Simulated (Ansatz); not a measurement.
# C₂H₉NSi₂: one species, many methods

One table from this session's results is given with a row withheld; the runs are named, their logs left out.

The runs use Ansatz 0.2.0, Gaussian basis; functionals in def2-TZVPP, the program's frozen cores in correlated methods.

The runs, in order: PBE-D4, r2SCAN-D4, PBE0-D4, B3LYP-D4, ωB97X-V, ωB97M-V, B2PLYP; CCSD(T)/def2-TZVPP; MP2/def2-QZVPP; extrapolation to the limit.

### The geometry

All runs share one geometry, relaxed beforehand with PBE0-D4 in a triple-zeta def2 set.

SMILES `CC1[SiH2]N1[SiH3]`, 14 atoms, charge 0, spin multiplicity 1.

Atoms are counted from 1 here; the program's logs count them from 0.

Bond lengths: C1–C2 1.505 Å, C1–H6 1.092 Å, C1–H7 1.093 Å, C1–H8 1.095 Å, C2–Si3 1.836 Å, C2–N4 1.496 Å, C2–H9 1.093 Å, Si3–N4 1.703 Å, Si3–H10 1.482 Å, Si3–H11 1.481 Å, N4–Si5 1.709 Å, Si5–H12 1.489 Å, Si5–H13 1.493 Å, Si5–H14 1.486 Å. Angles: C2–C1–H6 111.3°, C2–C1–H7 110.5°, C2–C1–H8 111.1°, H6–C1–H7 108.3°, H6–C1–H8 107.7°, H7–C1–H8 107.9°, C1–C2–Si3 125.0°, C1–C2–N4 116.2°, C1–C2–H9 113.5°, Si3–C2–N4 60.4°, Si3–C2–H9 116.7°, N4–C2–H9 113.5°, C2–Si3–N4 49.8°, C2–Si3–H10 121.4°, C2–Si3–H11 121.7°, N4–Si3–H10 119.5°, N4–Si3–H11 117.7°, H10–Si3–H11 112.6° and more.

The first run:

Input file in.yaml:

```yaml
crystal:
  periodic: [false, false, false]
  atoms:
    - {symbol: C, position_ang: [-1.530761, 1.075313, 0.430557]}
    - {symbol: C, position_ang: [-0.160441, 0.523766, 0.718779]}
    - {symbol: Si, position_ang: [0.183758, -1.165155, 1.351034]}
    - {symbol: N, position_ang: [0.340348, -0.527736, -0.220201]}
    - {symbol: Si, position_ang: [1.230675, -0.357260, -1.668658]}
    - {symbol: H, position_ang: [-2.251964, 0.273458, 0.257813]}
    - {symbol: H, position_ang: [-1.884831, 1.680016, 1.269316]}
    - {symbol: H, position_ang: [-1.520364, 1.711283, -0.461016]}
    - {symbol: H, position_ang: [0.580686, 1.294827, 0.946633]}
    - {symbol: H, position_ang: [1.401121, -1.460465, 2.143216]}
    - {symbol: H, position_ang: [-0.901978, -2.142669, 1.592403]}
    - {symbol: H, position_ang: [0.407276, 0.285291, -2.730190]}
    - {symbol: H, position_ang: [2.445628, 0.491161, -1.483635]}
    - {symbol: H, position_ang: [1.647948, -1.710829, -2.117252]}
basis:
  gaussian: {orbitals: def2-TZVPP}
hamiltonian: {xc: pbe, dispersion: d4}
output: {forces: true, orbitals: {seedname: orbitals}}
```

Run with:

```console
ansatz run in.yaml --threads 4 --pin off --events-out ev --progress --plain --max-ram 10444MiB
```

Among the steps run: PBE-D4 (GGA); r2SCAN-D4 (meta-GGA); PBE0-D4 (hybrid); B3LYP-D4 (hybrid); ωB97X-V (range-separated); ωB97M-V (range-separated); B2PLYP (double hybrid); CCSD(T) in def2-TZVPP; MP2 in def2-QZVPP.

One of the session's tables, all rows but one given; the rest of the session is left out.

```
            method  atomisation energy (eV)
            PBE-D4                   51.120
         r2SCAN-D4                   50.630
           PBE0-D4                   50.576
          B3LYP-D4                   50.752
           ωB97X-V                   51.002
           ωB97M-V                   50.842
            B2PLYP                   50.079
     HF/def2-TZVPP                   37.135
    MP2/def2-TZVPP                   49.660
   CCSD/def2-TZVPP                   48.664
CCSD(T)/def2-TZVPP                   49.308
           MP2/CBS                        ?
       CCSD(T)/CBS                   50.664
```

**Question.** Estimate the row for MP2/CBS.

The run gave: atomisation energy (eV): 51.015. In the column «atomisation energy (eV)» it lies between ωB97X-V (51.002) and PBE-D4 (51.120).

Caveats from the session: Free atoms (2 C, 2 Si, 1 N, 9 H) were run apart at each level; the atomisation energy is their sum less the molecule, without zero-point or spin-orbit terms.
